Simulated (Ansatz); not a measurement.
# CH₆AlFSi₂: how energies converge with the basis set

How large a basis does CH₆AlFSi₂ need? Two functionals are run in growing sets.

Program: Ansatz 0.2.0, Gaussian basis. Level of theory: one geometry, several basis sets. These are calculated values, not measurements.

The runs, in order: PBE0-D4/def2-SVP; ωB97M-V/def2-SVP; PBE0-D4/def2-QZVPP; ωB97M-V/def2-QZVPP; the functionals' def2-TZVPP values are taken from earlier runs.

### 1 Structure used throughout

All runs share one geometry, relaxed beforehand with PBE0-D4/def2-TZVP.

SMILES `FC[SiH]1[AlH][SiH2]1`, 11 atoms, charge 0, spin multiplicity 1.

Atoms are counted from 1 here; the program's logs count them from 0.

Bond lengths: F1–C2 1.389 Å, C2–Si3 1.904 Å, C2–H6 1.095 Å, C2–H7 1.094 Å, Si3–Al4 2.414 Å, Si3–Si5 2.327 Å, Si3–H8 1.498 Å, Al4–Si5 2.405 Å, Al4–H9 1.585 Å, Si5–H10 1.489 Å, Si5–H11 1.501 Å. Angles: F1–C2–Si3 111.4°, F1–C2–H6 108.2°, F1–C2–H7 108.3°, Si3–C2–H6 110.2°, Si3–C2–H7 110.4°, H6–C2–H7 108.2°, C2–Si3–Al4 140.3°, C2–Si3–Si5 128.4°, C2–Si3–H8 110.4°, Al4–Si3–Si5 60.9°, Al4–Si3–H8 99.8°, Si5–Si3–H8 107.1°, Si3–Al4–Si5 57.8°, Si3–Al4–H9 151.3°, Si5–Al4–H9 150.9°, Si3–Si5–Al4 61.3°, Si3–Si5–H10 129.9°, Si3–Si5–H11 104.5° and more.

Coordinates:

```
F    -2.7257    0.8437    0.3890
C    -1.4766    1.3841    0.1136
Si   -0.2645    0.0530   -0.5059
Al    2.1019   -0.3026   -0.8227
Si    0.8031   -1.6119    0.7209
H    -1.6010    2.1645   -0.6448
H    -1.0956    1.8517    1.0267
H    -0.7868   -0.5868   -1.7559
H     3.4838    0.0655   -1.5068
H     0.3606   -2.9981    1.0368
H     1.2661   -0.9200    1.9698
```

### 2 PBE0-D4 in def2-SVP

Input file in.yaml:

```yaml
crystal:
  periodic: [false, false, false]
  atoms:
    - {symbol: F, position_ang: [-2.725680, 0.843718, 0.388992]}
    - {symbol: C, position_ang: [-1.476586, 1.384102, 0.113609]}
    - {symbol: Si, position_ang: [-0.264487, 0.053002, -0.505875]}
    - {symbol: Al, position_ang: [2.101943, -0.302626, -0.822718]}
    - {symbol: Si, position_ang: [0.803055, -1.611912, 0.720856]}
    - {symbol: H, position_ang: [-1.601018, 2.164452, -0.644827]}
    - {symbol: H, position_ang: [-1.095613, 1.851684, 1.026684]}
    - {symbol: H, position_ang: [-0.786849, -0.586813, -1.755913]}
    - {symbol: H, position_ang: [3.483815, 0.065480, -1.506773]}
    - {symbol: H, position_ang: [0.360613, -2.998089, 1.036829]}
    - {symbol: H, position_ang: [1.266108, -0.919998, 1.969838]}
basis:
  gaussian: {orbitals: def2-SVP}
hamiltonian: {xc: pbe0, dispersion: d4}
output: {orbitals: {seedname: orbitals}}
```

Command:

```
ansatz run in.yaml --threads 4 --pin off --events-out ev --progress --plain --max-ram 10444MiB
```

Further steps of the session: ωB97M-V in def2-SVP; PBE0-D4 in def2-QZVPP; ωB97M-V in def2-QZVPP.

Before running them: what should the planned runs give, taken together? Wanted: PBE0-D4: double and triple zeta above quadruple; ωB97M-V: double and triple zeta above quadruple.

The runs gave:

```
                                       quantity           value
PBE0-D4: double and triple zeta above quadruple  13.31, 0.91 eV
ωB97M-V: double and triple zeta above quadruple  13.42, 0.88 eV
```

In words: For PBE0-D4 the step from double to triple zeta gains 12.40 eV and the next only 0.91 eV. Total energies overstate the basis error of differences, where much of it tends to cancel.
